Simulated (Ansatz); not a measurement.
# C2H2Cl2Sn (SMILES C#[C][SnH]([Cl])[Cl]) at wB97X/def2-SVP (core potential)

What is the vertical singlet–triplet gap of C2H2Cl2Sn at wB97X/def2-SVP (core potential)? 

Program for the calculation: Ansatz 0.2.0.

49 further runs of the same task are left out: 7 that didn't finish, 42 set aside as unsound or not needed.

### Step 1. The structure to begin with

C2H2Cl2Sn has 7 atoms, charge 0, and is taken as a singlet. SMILES: `C#[C][SnH]([Cl])[Cl]`. Geometry: relaxed at PBE0-D4/def2-TZVP.

Bond lengths: C1–C2 1.205 Å, C2–Sn3 2.058 Å, Sn3–Cl4 2.309 Å, Sn3–Cl5 2.309 Å, C1–H6 1.067 Å, Sn3–H7 1.691 Å. Angles: C1–C2–Sn3 179.2°, C2–Sn3–Cl4 107.9°, C2–Sn3–Cl5 107.9°, Cl4–Sn3–Cl5 106.8°, C2–C1–H6 179.7°, C2–Sn3–H7 115.3°, Cl4–Sn3–H7 109.3°, Cl5–Sn3–H7 109.3°.

### Step 2. A single-point energy at wB97X/def2-SVP (core potential)

Contents of input.yaml:

```yaml
crystal:
  periodic: [false, false, false]
  atoms:
    - {symbol: C, position_ang: [-1.668000, 1.349700, 0.386500]}
    - {symbol: C, position_ang: [-0.744900, 0.592400, 0.224500]}
    - {symbol: Sn, position_ang: [0.833800, -0.704500, -0.025300]}
    - {symbol: Cl, position_ang: [0.163900, -2.365900, -1.482000]}
    - {symbol: Cl, position_ang: [2.540200, 0.448400, -1.069500]}
    - {symbol: H, position_ang: [-2.485300, 2.020900, 0.525300]}
    - {symbol: H, position_ang: [1.421600, -1.409000, 1.394900]}
basis:
  gaussian:
    orbitals: def2-SVP
hamiltonian:
  xc: {name: wB97X}
accuracy: high
output:
  orbitals: {seedname: orbitals}
```

Launch:

```
ansatz run input.yaml --threads 1 --pin off --max-ram 3480MiB --events-out events.jsonl --progress --plain --runs-dir runs
```

Standard output:

```text
Warning: RAYON_NUM_THREADS=1 ignored (pool sized by the plan → 1); use --threads N
Functional definition: wB97X
  name "wB97X"
  parameter omega = 0.3/bohr
  parameter cx = 0.157706
  parameter cx1 = 0.726479
  parameter cx2 = 1.04760
  parameter cx3 = -5.70635
  parameter cx4 = 13.2794
  parameter css1 = -4.33879
  parameter css2 = 18.2308
  parameter css3 = -31.7430
  parameter css4 = 17.2901
  parameter cos1 = 2.37031
  parameter cos2 = -11.3995
  parameter cos3 = 6.58405
  parameter cos4 = -3.78132
  exchange = spin_sum(e_x_unif_sr(omega)*poly(b97_u_x, 1 - cx, cx1, cx2, cx3, cx4)) + cx*exact_x_sr(omega)
      + exact_x_lr(omega)
  correlation = spin_sum(e_c_pw_same_spin*poly(b97_u_same, 1, css1, css2, css3, css4))
      + integral(e_c_pw_opposite_spin*poly(b97_u_opposite, 1, cos1, cos2, cos3, cos4))
2157 factors; integrals over basis functions are off by at most 3.3e-8 eV
418 factors; integrals over basis functions are off by at most 1.9e-9 eV
mean field evaluation 1: about -32971.2220 eV, gradient 3.3e1 eV
mean field evaluation 2: about -32972.9812 eV, gradient 2.3e1 eV
mean field evaluation 4: about -32974.2924 eV, gradient 1.7e0 eV
mean field evaluation 8: about -32974.3916 eV, gradient 1.0e-1 eV
mean field evaluation 16: about -32974.3917 eV, gradient 2.6e-5 eV
mean field -32974.39168083 eV, -1211.7865434249 hartree, gradient 5.0e-8 eV, S^2 0.000000; 0 other end points of the search recorded, 0 dependent functions left out
reference -32974.39167759 eV, -1211.7865433061 hartree; 35, 35 occupied and 65, 65 virtual orbitals, 2157 factors
Total energy: -32974.39167759 eV, -1211.7865433061 hartree
```

Run time: 38 s. Hardware: 1 thread of Arm Neoverse V1, shared host; peak memory 0.67 GiB.

### Step 3. The triplet, same level

Contents of run.yaml:

```yaml
crystal:
  periodic: [false, false, false]
  atoms:
    - {symbol: C, position_ang: [-1.668000, 1.349700, 0.386500]}
    - {symbol: C, position_ang: [-0.744900, 0.592400, 0.224500]}
    - {symbol: Sn, position_ang: [0.833800, -0.704500, -0.025300]}
    - {symbol: Cl, position_ang: [0.163900, -2.365900, -1.482000]}
    - {symbol: Cl, position_ang: [2.540200, 0.448400, -1.069500]}
    - {symbol: H, position_ang: [-2.485300, 2.020900, 0.525300]}
    - {symbol: H, position_ang: [1.421600, -1.409000, 1.394900]}
basis:
  gaussian: {orbitals: def2-SVP}
total_charge: 0
magnetization: {spin_polarized: true, initial_magnetization: 2}
hamiltonian: {xc: {name: wB97X}}
accuracy: high
output: {orbitals: {seedname: orbitals}}
```

Launch:

```
ansatz run run.yaml --threads 1 --pin off --max-ram 3480MiB --events-out events.jsonl --progress --plain --runs-dir runs
```

Standard output, shortened:

```text
Warning: RAYON_NUM_THREADS=1 ignored (pool sized by the plan → 1); use --threads N
[... 2 set-up lines as earlier in the session ...]
[...]
      + exact_x_lr(omega)
[...]
      + integral(e_c_pw_opposite_spin*poly(b97_u_opposite, 1, cos1, cos2, cos3, cos4))
2157 factors; integrals over basis functions are off by at most 3.3e-8 eV
418 factors; integrals over basis functions are off by at most 1.9e-9 eV
[...]
mean field -32969.02450506 eV, -1211.5893033536 hartree, gradient 2.0e-8 eV, S^2 2.006814; 4 other end points of the search recorded, 0 dependent functions left out
reference -32969.02450191 eV, -1211.5893032378 hartree; 36, 34 occupied and 64, 66 virtual orbitals, 2157 factors
Total energy: -32969.02450191 eV, -1211.5893032378 hartree
```

It took 4.1 min on 1 thread of Arm Neoverse V1, shared host; peak memory 1.2 GiB.

### Step 4. What came out

Level: wB97X/def2-SVP (core potential).

| quantity | value |
| --- | --- |
| singlet: total energy | -1211.78654 Eh |
| singlet: HOMO energy | -11.23 eV |
| singlet: LUMO energy | 0.88 eV |
| singlet: HOMO–LUMO gap | 12.11 eV |
| triplet: total energy | -1211.58930 Eh |
| triplet: HOMO energy (highest over α and β) | -5.91 eV |
| triplet: LUMO energy (lowest over α and β) | -3.47 eV |
| triplet: ⟨S²⟩ | 2.007 |
| vertical energy of the triplet above the singlet | 5.367 eV |

In words: At this shape the triplet lies 5.37 eV (518 kJ/mol) above the singlet.
